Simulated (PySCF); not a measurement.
# MoF6: a look at the electrons

For MoF6, the scripts below analyse its density (charges, bond critical points, surface potential), see where an electron leaves and enters and measure its response to a uniform field.

The runs use PySCF 2.14.0; levels as typed in each script, gas phase, geometry from GFN2-xTB.

**1. Where the work starts**

7 atoms, charge 0, spin multiplicity 1.

Bond lengths: F1–Mo2 1.737 Å, Mo2–F3 1.737 Å, Mo2–F4 1.737 Å, Mo2–F5 1.737 Å, Mo2–F6 1.737 Å, Mo2–F7 1.737 Å. Angles: F1–Mo2–F3 90.0°, F1–Mo2–F4 180.0°, F1–Mo2–F5 90.0°, F1–Mo2–F6 90.0°, F1–Mo2–F7 90.0°, F3–Mo2–F4 90.0°, F3–Mo2–F5 180.0°, F3–Mo2–F6 90.0°, F3–Mo2–F7 90.0°, F4–Mo2–F5 90.0°, F4–Mo2–F6 90.0°, F4–Mo2–F7 90.0°, F5–Mo2–F6 90.0°, F5–Mo2–F7 90.0°, F6–Mo2–F7 180.0°.

As a file:

```mol
F6Mo
  3D, bonds by distance, orders not assigned

  7  6  0  0  0  0  0  0  0  0999 V2000
    1.0832   -0.6577   -1.1874 F   0  0
   -0.0000    0.0000   -0.0000 Mo  0  0
   -1.1157    0.4341   -1.2580 F   0  0
   -1.0832    0.6577    1.1874 F   0  0
    1.1157   -0.4340    1.2581 F   0  0
    0.7733    1.5475   -0.1518 F   0  0
   -0.7733   -1.5475    0.1517 F   0  0
  1  2  8  0
  2  3  8  0
  2  4  8  0
  2  5  8  0
  2  6  8  0
  2  7  8  0
M  END
```

**2. Density, bond paths and surface potential (B3LYP/def2-svpd)**

input.py reads:

```python
import numpy as np
from pyscf import gto, scf, dft
from pyscf.scf import atom_ks, atom_hf
from scipy.linalg import block_diag

def solve(mol, dm0=None, hcore=None):
    mf = (dft.UKS if mol.spin else dft.RKS)(mol, xc='b3lyp')
    mf.grids.level = 3
    mf = mf.density_fit(auxbasis='def2-universal-jkfit')
    mf.conv_tol, mf.max_cycle = 1e-8, 80
    if hcore is not None:
        mf.get_hcore = lambda *args: hcore
    mf.kernel(dm0)
    if not mf.converged:
        mf = mf.newton().run(mf.mo_coeff, mf.mo_occ, max_cycle=30)
    assert mf.converged, 'SCF not converged'
    return mf

mol = gto.M(atom='''
F      1.08322    -0.65769    -1.18743
Mo    -0.00002     0.00000    -0.00001
F     -1.11570     0.43410    -1.25798
F     -1.08316     0.65767     1.18744
F      1.11567    -0.43405     1.25810
F      0.77331     1.54751    -0.15182
F     -0.77326    -1.54754     0.15171
''', basis='def2-svpd', ecp={'Mo': 'def2-svpd'}, charge=0, spin=0, verbose=4)
mf = solve(mol)
mf.analyze()
# spherically averaged free atoms, for the promolecule
atom_ks.AtomSphAverageRKS.init_guess_by_vsap = lambda self, mol=None: self.init_guess_by_minao(mol)  # core potentials
atm = atom_ks.get_atm_nrks(mol, xc='b3lyp')
pro = block_diag(*[(atm[a[0]][2] * atm[a[0]][3]) @ atm[a[0]][2].T for a in mol._atom])
np.savez('result.npz', e=mf.e_tot, c=mf.mo_coeff, occ=mf.mo_occ, eps=mf.mo_energy, pro=pro, dip=mf.dip_moment(verbose=0), s2=mf.spin_square()[0])
```

Launch:

```sh
$ OMP_NUM_THREADS=1 python input.py
```

**4. Removing and adding an electron (B3LYP/def2-svpd)**

input.py reads:

```python
import numpy as np
from pyscf import gto, scf, dft
from pyscf.scf import atom_ks, atom_hf
from scipy.linalg import block_diag

def solve(mol, dm0=None, hcore=None):
    mf = (dft.UKS if mol.spin else dft.RKS)(mol, xc='b3lyp')
    mf.grids.level = 3
    mf = mf.density_fit(auxbasis='def2-universal-jkfit')
    mf.conv_tol, mf.max_cycle = 1e-8, 80
    if hcore is not None:
        mf.get_hcore = lambda *args: hcore
    mf.kernel(dm0)
    if not mf.converged:
        mf = mf.newton().run(mf.mo_coeff, mf.mo_occ, max_cycle=30)
    assert mf.converged, 'SCF not converged'
    return mf

mol = gto.M(atom='''
F      1.08322    -0.65769    -1.18743
Mo    -0.00002     0.00000    -0.00001
F     -1.11570     0.43410    -1.25798
F     -1.08316     0.65767     1.18744
F      1.11567    -0.43405     1.25810
F      0.77331     1.54751    -0.15182
F     -0.77326    -1.54754     0.15171
''', basis='def2-svpd', ecp={'Mo': 'def2-svpd'}, charge=0, spin=0, verbose=4)
mf = solve(mol)
out = dict(e0=mf.e_tot, dm0=mf.make_rdm1(), c=mf.mo_coeff, occ=mf.mo_occ, eps=mf.mo_energy)
for name, dq, spin in [('cation', 1, 1)]:
    ion = mol.copy().set(charge=mol.charge + dq, spin=spin).build()
    mi = solve(ion)
    if spin and dq > 0 and mol.nao < 130:
        c, _, stable, _ = mi.stability(return_status=True)
        if not stable:
            mi = solve(ion, mi.make_rdm1(c, mi.mo_occ))
    print(name, 'vertical energy change / eV', (mi.e_tot - mf.e_tot) * 27.211386)
    out.update({'e_' + name: mi.e_tot, 'dm_' + name: mi.make_rdm1(), 's2_' + name: mi.spin_square()[0], 'eps_' + name: mi.mo_energy, 'occ_' + name: mi.mo_occ})
# spherically averaged free atoms, for the promolecule
atom_ks.AtomSphAverageRKS.init_guess_by_vsap = lambda self, mol=None: self.init_guess_by_minao(mol)  # core potentials
atm = atom_ks.get_atm_nrks(mol, xc='b3lyp')
pro = block_diag(*[(atm[a[0]][2] * atm[a[0]][3]) @ atm[a[0]][2].T for a in mol._atom])
np.savez('result.npz', pro=pro, **out)
```

**5. Response to an electric field (B3LYP/def2-svpd)**

input.py reads:

```python
import numpy as np
from pyscf import gto, scf, dft
from pyscf.scf import atom_ks, atom_hf
from scipy.linalg import block_diag

def solve(mol, dm0=None, hcore=None):
    mf = (dft.UKS if mol.spin else dft.RKS)(mol, xc='b3lyp')
    mf.grids.level = 3
    mf = mf.density_fit(auxbasis='def2-universal-jkfit')
    mf.conv_tol, mf.max_cycle = 1e-8, 80
    if hcore is not None:
        mf.get_hcore = lambda *args: hcore
    mf.kernel(dm0)
    if not mf.converged:
        mf = mf.newton().run(mf.mo_coeff, mf.mo_occ, max_cycle=30)
    assert mf.converged, 'SCF not converged'
    return mf

mol = gto.M(atom='''
F      1.08322    -0.65769    -1.18743
Mo    -0.00002     0.00000    -0.00001
F     -1.11570     0.43410    -1.25798
F     -1.08316     0.65767     1.18744
F      1.11567    -0.43405     1.25810
F      0.77331     1.54751    -0.15182
F     -0.77326    -1.54754     0.15171
''', basis='def2-svpd', ecp={'Mo': 'def2-svpd'}, charge=0, spin=0, verbose=4)
field = np.array([0.004, 0.0, 0.0])  # atomic units
mol.set_common_orig(mol.atom_charges() @ mol.atom_coords() / mol.atom_charges().sum())
mf = solve(mol)
out = dict(dm0=mf.make_rdm1(), d0=mf.dip_moment(unit='AU'), e0=mf.e_tot)
for name, sign in (('p', 1), ('m', -1)):
    h = mf.get_hcore() + sign * np.einsum('x,xij->ij', field, mol.intor('int1e_r'))
    mi = solve(mol, mf.make_rdm1(), h)
    out.update({'dm' + name: mi.make_rdm1(), 'd' + name: mi.dip_moment(unit='AU'), 'e' + name: mi.e_tot})
# spherically averaged free atoms, for the promolecule
atom_ks.AtomSphAverageRKS.init_guess_by_vsap = lambda self, mol=None: self.init_guess_by_minao(mol)  # core potentials
atm = atom_ks.get_atm_nrks(mol, xc='b3lyp')
pro = block_diag(*[(atm[a[0]][2] * atm[a[0]][3]) @ atm[a[0]][2].T for a in mol._atom])
np.savez('result.npz', pro=pro, **out)
```

(Steps that only read results are left out.)

Q: Predict the outcome of this session. Wanted: dipole moment; HOMO, LUMO; polarisability along the field.

As calculated:

| quantity | value |
| --- | --- |
| dipole moment (B3LYP/def2-svpd) | 0.00 D |
| HOMO, LUMO (B3LYP/def2-svpd) | -12.50, -4.92 eV |
| polarisability along the field (B3LYP/def2-svpd) | 43.9 bohr³ |

At B3LYP/def2-svpd: The highest Hirshfeld charge is on Mo2 (+1.10 e), the lowest on F1, F3, F4, F5, F6 and F7 (−0.18 e). The geometry was not optimised at these levels.
